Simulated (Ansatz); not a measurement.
# IrPt3 (Pm-3m) in Ansatz: reference runs

Reference runs on IrPt3: the cell as given and a disturbed copy.

All numbers are computed with Ansatz 0.2.0; they aren't measurements. Logs are shortened: lines on timing, memory, paths and dates and some standing lists are left out, and cuts for length are marked.

## 1. The crystal as given

Symmetry: Pm-3m, No. 221, cubic system. Conventional cell: a = 3.951 Å, b = 3.951 Å, c = 3.951 Å, α = 90.00°, β = 90.00°, γ = 90.00°. Pt (site symmetry 4/mmm) is surrounded by 8 Pt at 2.79 Å and 4 Ir at 2.79 Å. Ir (site symmetry m-3m) is surrounded by 12 Pt at 2.79 Å.

The cell comes from a database or a generator and needn't be the stable form of this composition.

## 2. Single point, PBEsol

input.yaml

```yaml
crystal:
  lattice:
    - [3.951253, 0.0, 0.0]
    - [0.0, 3.951253, 0.0]
    - [0.0, 0.0, 3.951253]
  atoms:
    - { symbol: Pt, position: [0.5, 0.5, 0.0] }
    - { symbol: Pt, position: [0.5, 0.0, 0.5] }
    - { symbol: Pt, position: [0.0, 0.5, 0.5] }
    - { symbol: Ir, position: [0.0, 0.0, 0.0] }
kpoints:
  mp_grid: { grid: [7, 7, 7] }
scf:
  occupations: { method: fermi_dirac, width: 0.05 }
hamiltonian:
  xc: pbesol
  pseudopotentials: { kind: all_electron, lapw: { basis_error: 0.001 } }
output:
  forces: true
  stress: true
  eigenvalues: true
  populations: true
```

Potentials or basis: all-electron LAPW, scalar-relativistic.

On the command line:

```console
ansatz run input.yaml --threads 2 --pin off --max-ram 8192MiB --backend cpu --events-out ev --progress --plain --runs-dir out
```

Output:

```text
Warning: RAYON_NUM_THREADS=2 ignored (pool sized by the plan → 2); use --threads N
Pt: projections on atomic orbitals take those of the free atom 1s2 2s2 2p6 3s2 3p6 3d10 4s2 4p6 4d10 4f14 5s2 5p6 5d9 6s1, of charge +0.00 (hamiltonian.pseudopotentials.projection_atoms)
Ir: projections on atomic orbitals take those of the free atom 1s2 2s2 2p6 3s2 3p6 3d10 4s2 4p6 4d10 4f14 5s2 5p6 5d7 6s2, of charge +0.00 (hamiltonian.pseudopotentials.projection_atoms)
LAPW: plane waves up to 8.348 Å⁻¹, error target 1.0e-3 eV per atom; small_component_spin mean_spin; Ir in spheres of 1.397 Å, 41 of its electrons in bands, Dirac shells []; Pt in spheres of 1.397 Å, 42 of its electrons in bands, Dirac shells [] (how accurate: hamiltonian.pseudopotentials.lapw.basis_error, Limitations)
Engine: ansatz 0.2.0, x86_64-unknown-linux-gnu
Pseudopotentials: kind: all_electron
Pseudopotential: Pt, LAPW, valence charge 42, lapw/all_electron/scalar/gaussian/Pt, Koelling and Harmon's equation, gaussian nucleus
Pseudopotential: Ir, LAPW, valence charge 41, lapw/all_electron/scalar/gaussian/Ir, Koelling and Harmon's equation, gaussian nucleus
Functional definition: PBEsol
  exchange = pbesol_x
  correlation = pbesol_c
Crystal: 4 atoms, lattice volume = 61.689 Å³
Basis set: ecut = 265.522205072966 eV, 619 PW (Γ), exchange–correlation at level 2
Bands: 101, of which v1, the nominal top of the filled ones, is band 84 counted from 1 (83 counted from 0)
Symmetry: 48 space group operations
Space group: Pm-3m (ITA 221), of the structure as read, at distance tolerance 4.0e-5 Å
k-points: 20 of 343
Non-local potential: Pt, projectors of the file, none
Non-local potential: Ir, projectors of the file, none
Initial density: superposition of atomic densities (chi_scale 0.1, normalization cell, long waves kept (reshape's long-wave potential 0.00 eV rms))
Initial wavefunctions: plane waves of lowest kinetic energy (no species holds an atomic orbital)
Functional: x = pbesol(κ = 0.804, μ = 0.12345679012345678), c = pbesol(β = 0.046)
iter 1 solved again at ethr=3.61e-3 eV; its pass at ethr=1.00e-1 eV (dr2=6.02e0 eV) is discarded
SCF iter   1: F=—  HF=-1987346.687465 eV  |F-HF|=—  |Δ(HF+E_count)|=         —  Δρ=6.79e-2  dr2=6.02e0  ethr=3.61e-3  ⟨swp⟩=2.0  Hψ=12248  notcnv=0
preconditioner: auto → Kerker (q_TF=auto, 3.221 Å⁻¹)  [metal: Δε(μ)=0.025 eV  Ē_g=14.006 eV  σ=0.050 eV  W_gap=0.12  n_scr=32 (ndim 8)  ℏωp=29.5 eV  f_vac=0.003  D(μ)=6.45/eV (n_scr^D=80)]
SCF iter   2: F=—  HF=-1987347.070989 eV  |F-HF|=—  |Δ(HF+E_count)|=   3.84e-1  Δρ=7.69e-2  dr2=8.15e0  ethr=3.61e-3  ⟨swp⟩=2.6  Hψ=5838  notcnv=0
iter 3 solved again at ethr=6.52e-5 eV; its pass at ethr=3.61e-3 eV (dr2=1.09e-1 eV) is discarded
SCF iter   3: F=—  HF=-1987343.901016 eV  |F-HF|=—  |Δ(HF+E_count)|=    3.17e0  Δρ=1.28e-2  dr2=1.09e-1  ethr=6.52e-5  ⟨swp⟩=2.0  Hψ=9916  notcnv=0
SCF iter   4: F=—  HF=-1987343.809358 eV  |F-HF|=—  |Δ(HF+E_count)|=         —  Δρ=1.01e-2  dr2=1.53e-1  ethr=6.52e-5  ⟨swp⟩=2.0  Hψ=5958  notcnv=0
the basis was enlarged: its passes take 994.0 KiB over the memory plan, 2 of 2 planned eigensolver slots
SCF iter   5: F=—  HF=-1987343.791175 eV  |F-HF|=—  |Δ(HF+E_count)|=   1.82e-2  Δρ=3.53e-3  dr2=7.60e-3  ethr=6.52e-5  ⟨swp⟩=2.0  Hψ=5493  notcnv=0
SCF iter   6: F=—  HF=-1987343.791226 eV  |F-HF|=—  |Δ(HF+E_count)|=   5.11e-5  Δρ=1.86e-3  dr2=3.98e-3  ethr=4.55e-6  ⟨swp⟩=2.0  Hψ=5891  notcnv=0
SCF iter   7: F=—  HF=-1987343.789680 eV  |F-HF|=—  |Δ(HF+E_count)|=   1.55e-3  Δρ=1.97e-3  dr2=6.92e-3  ethr=2.38e-6  ⟨swp⟩=2.0  Hψ=5891  notcnv=0
SCF iter   8: F=—  HF=-1987343.788724 eV  |F-HF|=—  |Δ(HF+E_count)|=   9.56e-4  Δρ=1.03e-3  dr2=1.86e-3  ethr=2.38e-6  ⟨swp⟩=2.0  Hψ=5728  notcnv=0
SCF iter   9: F=—  HF=-1987343.788411 eV  |F-HF|=—  |Δ(HF+E_count)|=   3.13e-4  Δρ=2.45e-4  dr2=9.56e-5  ethr=1.11e-6  ⟨swp⟩=2.0  Hψ=5709  notcnv=0
SCF iter  10: F=—  HF=-1987343.788397 eV  |F-HF|=—  |Δ(HF+E_count)|=   1.37e-5  Δρ=8.04e-5  dr2=5.48e-6  ethr=5.73e-8  ⟨swp⟩=2.0  Hψ=5891  notcnv=0
SCF iter  11: F=—  HF=-1987343.788396 eV  |F-HF|=—  |Δ(HF+E_count)|=   1.55e-6  Δρ=3.09e-5  dr2=6.89e-7  ethr=3.28e-9  ⟨swp⟩=2.0  Hψ=5891  notcnv=0
SCF iter  12: F=-1987343.788395 eV  HF=-1987343.788395 eV  |F-HF|=4.54e-8  |Δ(HF+E_count)|=   1.49e-7  Δρ=1.09e-5  dr2=8.37e-8  ethr=4.12e-10  ⟨swp⟩=2.0  Hψ=5891  notcnv=0
SCF 1 converged in 12 iterations: F = -1987343.788395 eV  dr2 = 8.37e-8
SCF converged after 12 iterations
Free energy (F): -1987343.788395 eV
Harris-Foulkes:  -1987343.788395 eV  (|F-HF|=4.54e-8)
Internal energy: -1987343.720933 eV  (E = F + TS)
E sigma→0 (E₀):  -1987343.754664 eV
Entropy (-TS):   -0.067462 eV (-16.866 meV/atom)
Fermi energy:    28.121232 eV
--- Per-component energies (eV) ---
  E_band       = -13023.209167
  E_kinetic    = 2254640.669127
  E_xc         = -37995.660022
  E_electrostatic = -4203988.730038  (all electrons and nuclei)
  E_smearing   = -0.067462  (= −TS)
  E_closure    = -0.000000  (closes the sum)
  E_atoms      = -1987313.082505  (free atoms, spherical and without spin; not in F)
  Σ components = -1987343.788395   (vs F -1987343.788395, Δ=0.00e0)
  Basis errors (estimates in eV, not in F): energy 2.1e-4 per atom: plane waves 1.7e-4 (1.2e-4 summed), levels above the bands 1.1e-157, relativity 6.5e-8, radial functions 4.1e-5, core shells 1.6e-7; eigenvalues (radial functions only) 2.4e-6; not estimated: angular momenta, meshes, grids; target (lapw.basis_error) 1.0e-3; muffin-tin radii Ir 1.397 Å, Pt 1.397 Å
--- Forces (eV/Å), atoms counted from 1 ---
  atom   1  Pt     0.00000000    -0.00000000    -0.00000000
  atom   2  Pt     0.00000000     0.00000000    -0.00000000
  atom   3  Pt    -0.00000000     0.00000000    -0.00000000
  atom   4  Ir     0.00000000     0.00000000     0.00000000
  max |Σ_I F_I| component: 3.29e-31 eV/Å
--- Stress (GPa, compression-positive) ---
      -11.597475      -0.000000       0.000000
       -0.000000     -11.597475       0.000000
        0.000000       0.000000     -11.597475
  P = ⅓ Tr σ = -11.5975 GPa (-115.975 kbar)
--- Band table (eV; the first three rows and the last of 20) ---
  k-point 0: bands = ["-275.1512", "-275.1512", "-275.1512", "-275.1237", "-275.1237", "-275.1237", "-275.1237", "-275.1237", "-275.1237", "-275.0992", "-275.0992", "-275.0992", "-275.0953", "-275.0953", "-275.0953", "-256.5836", "-256.5836", "-256.5836", "-256.5409", "-256.5409", "-70.5382", "-70.5085", "-70.5085", "-64.0373", "-39.0968", "-39.0951", "-39.0951", "-39.0802", "-39.0802", "-39.0802", "-39.0799", "-39.0799", "-39.0799", "-39.0561", "-39.0561", "-39.0561", "-39.0499", "-39.0499", "-39.0499", "-39.0480", "-39.0480", "-39.0480", "-39.0474", "-39.0474", "-39.0474", "-28.4795", "-28.4490", "-28.4490", "-28.4490", "-28.4242", "-28.4242", "-28.4242", "-24.8485", "-24.8485", "-24.8485", "-24.6699", "-24.6699", "-24.6699", "-24.5523", "-24.5523", "-24.5523", "-20.8605", "-20.8605", "-20.8605", "17.9711", "21.0932", "21.2033", "21.2033", "21.6281", "21.6281", "21.6281", "24.4483", "24.4483", "24.4483", "26.5691", "26.5691", "27.9710", "28.4296", "28.4296", "28.4296", "28.5087", "28.5087", "29.1250", "29.1250", "29.1250", "29.8023", "29.8023", "29.8023", "36.7714", "36.7714", "37.0975", "39.1507", "39.1507", "39.1507", "39.4246", "39.4246", "39.4246", "42.4852", "47.3577", "47.3577", "47.3577"]
  k-point 1: bands = ["-275.1512", "-275.1512", "-275.1512", "-275.1237", "-275.1237", "-275.1237", "-275.1237", "-275.1237", "-275.1237", "-275.0992", "-275.0992", "-275.0992", "-275.0953", "-275.0953", "-275.0953", "-256.5836", "-256.5836", "-256.5836", "-256.5409", "-256.5409", "-70.5369", "-70.5098", "-70.5085", "-64.0373", "-39.0968", "-39.0951", "-39.0951", "-39.0802", "-39.0802", "-39.0802", "-39.0799", "-39.0799", "-39.0799", "-39.0561", "-39.0561", "-39.0561", "-39.0499", "-39.0499", "-39.0499", "-39.0480", "-39.0480", "-39.0480", "-39.0474", "-39.0474", "-39.0474", "-28.4795", "-28.4490", "-28.4490", "-28.4490", "-28.4242", "-28.4242", "-28.4242", "-24.8400", "-24.8400", "-24.8342", "-24.6723", "-24.6723", "-24.6705", "-24.5670", "-24.5582", "-24.5582", "-20.8631", "-20.8614", "-20.8614", "18.2420", "21.2341", "21.3516", "21.4075", "21.7391", "21.7975", "21.7975", "24.2707", "24.5850", "24.5850", "26.3671", "26.6335", "27.2896", "27.2896", "27.7279", "28.1598", "28.3576", "28.4302", "28.4743", "28.4743", "28.6466", "29.1237", "31.3798", "31.3798", "36.1500", "36.4993", "38.5082", "39.0546", "39.0546", "39.5929", "39.6432", "39.9496", "39.9496", "42.9113", "46.6440", "47.4074", "47.4074"]
  k-point 2: bands = ["-275.1512", "-275.1512", "-275.1512", "-275.1237", "-275.1237", "-275.1237", "-275.1237", "-275.1237", "-275.1237", "-275.0992", "-275.0992", "-275.0992", "-275.0953", "-275.0953", "-275.0953", "-256.5836", "-256.5836", "-256.5836", "-256.5409", "-256.5409", "-70.5334", "-70.5133", "-70.5085", "-64.0373", "-39.0966", "-39.0953", "-39.0951", "-39.0802", "-39.0801", "-39.0801", "-39.0799", "-39.0799", "-39.0799", "-39.0561", "-39.0561", "-39.0561", "-39.0499", "-39.0499", "-39.0499", "-39.0481", "-39.0479", "-39.0479", "-39.0475", "-39.0475", "-39.0474", "-28.4795", "-28.4490", "-28.4490", "-28.4490", "-28.4242", "-28.4242", "-28.4242", "-24.8178", "-24.8178", "-24.7942", "-24.6805", "-24.6805", "-24.6719", "-24.6079", "-24.5715", "-24.5715", "-20.8689", "-20.8634", "-20.8634", "19.0173", "21.4171", "21.8377", "21.9568", "22.0601", "22.3008", "22.3008", "23.8043", "24.9655", "24.9655", "25.7168", "25.7168", "25.8368", "26.5398", "26.7711", "27.0325", "27.5077", "27.6081", "27.6081", "28.0612", "28.4317", "29.1212", "33.4038", "33.4038", "35.3201", "35.7938", "38.3568", "38.3568", "39.8231", "40.0457", "41.6173", "41.6173", "41.8420", "44.0953", "45.7480", "46.9582", "47.2325"]
  k-point 19: bands = ["-275.1512", "-275.1512", "-275.1512", "-275.1237", "-275.1237", "-275.1237", "-275.1237", "-275.1237", "-275.1237", "-275.0992", "-275.0992", "-275.0992", "-275.0953", "-275.0953", "-275.0953", "-256.5836", "-256.5836", "-256.5836", "-256.5409", "-256.5409", "-70.5193", "-70.5179", "-70.5179", "-64.0372", "-39.0957", "-39.0956", "-39.0956", "-39.0808", "-39.0808", "-39.0808", "-39.0792", "-39.0792", "-39.0792", "-39.0572", "-39.0572", "-39.0540", "-39.0509", "-39.0493", "-39.0493", "-39.0485", "-39.0485", "-39.0485", "-39.0470", "-39.0470", "-39.0469", "-28.4795", "-28.4490", "-28.4490", "-28.4490", "-28.4242", "-28.4242", "-28.4242", "-24.9202", "-24.8199", "-24.8198", "-24.8198", "-24.5788", "-24.5788", "-24.5740", "-24.5629", "-24.5629", "-20.8629", "-20.8613", "-20.8613", "20.8883", "21.0520", "21.0593", "21.0593", "24.1575", "24.1575", "24.2537", "24.3657", "24.4691", "24.4691", "24.6728", "24.6728", "26.5304", "26.5304", "26.5368", "26.8214", "28.0086", "28.1208", "28.1208", "28.5007", "28.5007", "29.2900", "29.2900", "29.4033", "33.9820", "33.9820", "34.1085", "35.0813", "42.2859", "42.3672", "42.3672", "42.3765", "46.2819", "46.2965", "46.2965", "46.5513", "46.5513"]
--- Löwdin populations: 4 sites ---
  site symbol       q [e]
     0     Pt     77.8399
     1     Pt     77.8399
     2     Pt     77.8399
     3     Ir     76.8484
  spilling = 0.002032 (of n_electrons = 311.000000)
```

Run time: 23 s. Hardware: 2 threads of AMD EPYC 7R13 (Zen 3), shared host; peak memory 0.66 GiB.

What came out:

```yaml
Free_energy: -1987343.7884 eV
Pressure: -11.6 GPa
Band_gap_on_the_k_mesh: none (metal or under the smearing width)
```

Levels at points of the mesh, in eV from the Fermi level:
```csv
k point,band 80,band 81,band 82,band 83,band 84,band 85,band 86,band 87
"(0.00, 0.00, 0.00)",0.31,0.39,0.39,1.00,1.00,1.00,1.68,1.68
```

(Part 1 of 2 ends here.)
